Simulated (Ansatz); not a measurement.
**CH₅GeO radical: up Jacob's ladder to CCSD(T)**

The task here is to estimate one member of a computed series from the others.

Computed with Ansatz 0.2.0, Gaussian basis. Level: functionals in def2-TZVPP, the program's frozen cores in correlated methods.

Levels to be run: LDA (SPW92), PBE-D4, revPBE-D4, BLYP-D4, r2SCAN-D4, B97M-V, PBE0-D4, B3LYP-D4, r2SCANh-D4, r2SCAN0-D4, HSE06-D4, BHLYP-D4, CAM-B3LYP-D4, LC-ωPBE, ωB97X-V, ωB97M-V, B2PLYP, PBE-QIDH; CCSD(T)/def2-SVP; CCSD(T)/def2-TZVPP; MP2/def2-QZVPP; extrapolation to the limit; RPA on PBE.

### The relaxed structure

The geometry comes from an earlier relaxation with PBE0-D4 in a triple-zeta def2 set; it is a stationary point, not always the lowest conformer.

SMILES `[CH3][GeH][OH]`, 8 atoms, charge 0, spin multiplicity 2.

Atoms are counted from 1 here; the program's logs count them from 0.

Bond lengths: C1–Ge2 1.954 Å, C1–H4 1.090 Å, C1–H5 1.092 Å, C1–H6 1.090 Å, Ge2–O3 1.792 Å, Ge2–H7 1.564 Å, O3–H8 0.960 Å. Angles: Ge2–C1–H4 110.3°, Ge2–C1–H5 108.7°, Ge2–C1–H6 109.9°, H4–C1–H5 109.5°, H4–C1–H6 109.3°, H5–C1–H6 109.1°, C1–Ge2–O3 103.5°, C1–Ge2–H7 112.3°, O3–Ge2–H7 107.9°, Ge2–O3–H8 112.7°.

Geometry (Å):

```xyz
8
charge 0, multiplicity 2
C    -0.66971    0.83744   -0.54282
Ge    0.88215   -0.27885   -0.13901
O     0.16006   -1.76893    0.54642
H    -0.34976    1.80770   -0.92346
H    -1.24763    0.97833    0.37327
H    -1.29600    0.34728   -1.28774
H     1.80207    0.35773    0.95396
H     0.81092   -2.33789    0.96357
```

The first run:

Input file in.yaml:

```yaml
crystal:
  periodic: [false, false, false]
  atoms:
    - {symbol: C, position_ang: [-0.669713, 0.837439, -0.542820]}
    - {symbol: Ge, position_ang: [0.882153, -0.278854, -0.139010]}
    - {symbol: O, position_ang: [0.160063, -1.768925, 0.546421]}
    - {symbol: H, position_ang: [-0.349763, 1.807696, -0.923461]}
    - {symbol: H, position_ang: [-1.247630, 0.978326, 0.373273]}
    - {symbol: H, position_ang: [-1.295998, 0.347277, -1.287738]}
    - {symbol: H, position_ang: [1.802070, 0.357732, 0.953964]}
    - {symbol: H, position_ang: [0.810919, -2.337889, 0.963573]}
basis:
  gaussian: {orbitals: def2-TZVPP}
magnetization: {spin_polarized: true, initial_magnetization: 1}
hamiltonian: {xc: lda}
output: {orbitals: {seedname: orbitals}}
```

Started as:

```
$ ansatz run in.yaml --threads 4 --pin off --events-out ev --progress --plain --max-ram 10444MiB
```

Steps of the session up to this table: LDA; PBE-D4 (GGA); revPBE-D4 (GGA); BLYP-D4 (GGA); r2SCAN-D4 (meta-GGA); B97M-V (meta-GGA); PBE0-D4 (hybrid); B3LYP-D4 (hybrid); r2SCANh-D4 (hybrid); r2SCAN0-D4 (hybrid); HSE06-D4 (hybrid); BHLYP-D4 (hybrid); CAM-B3LYP-D4 (range-separated); LC-ωPBE (range-separated); ωB97X-V (range-separated); ωB97M-V (range-separated); B2PLYP (double hybrid); PBE-QIDH (double hybrid).

One table of the session follows, with a row left open; its other results are not shown here.

It belongs to the step «Frontier levels by functional». 

| functional | HOMO (eV) | LUMO (eV) | gap (eV) |
| --- | --- | --- | --- |
| LDA (SPW92) | -4.56 | -3.62 | 0.94 |
| PBE-D4 | -4.54 | -3.25 | 1.28 |
| revPBE-D4 | -4.51 | -3.12 | 1.39 |
| BLYP-D4 | -4.37 | -3.31 | 1.05 |
| r2SCAN-D4 | -4.91 | -2.89 | 2.03 |
| B97M-V | ? | ? | ? |
| PBE0-D4 | -5.73 | -2.33 | 3.40 |
| B3LYP-D4 | -5.47 | -2.76 | 2.71 |
| r2SCANh-D4 | -5.35 | -2.56 | 2.79 |
| r2SCAN0-D4 | -6.00 | -2.08 | 3.92 |
| HSE06-D4 | -5.34 | -2.71 | 2.63 |
| BHLYP-D4 | -6.75 | -1.55 | 5.20 |
| CAM-B3LYP-D4 | -6.98 | -1.45 | 5.53 |
| LC-ωPBE | -8.38 | 0.01 | 8.39 |
| ωB97X-V | -7.89 | -0.46 | 7.44 |
| ωB97M-V | -7.72 | -0.53 | 7.19 |

Q: Estimate the row for B97M-V from the others.

As computed: HOMO (eV): -4.75; LUMO (eV): -3.40; gap (eV): 1.35. In the column «HOMO (eV)» it lies between r2SCAN-D4 (-4.91) and LDA (SPW92) (-4.56).
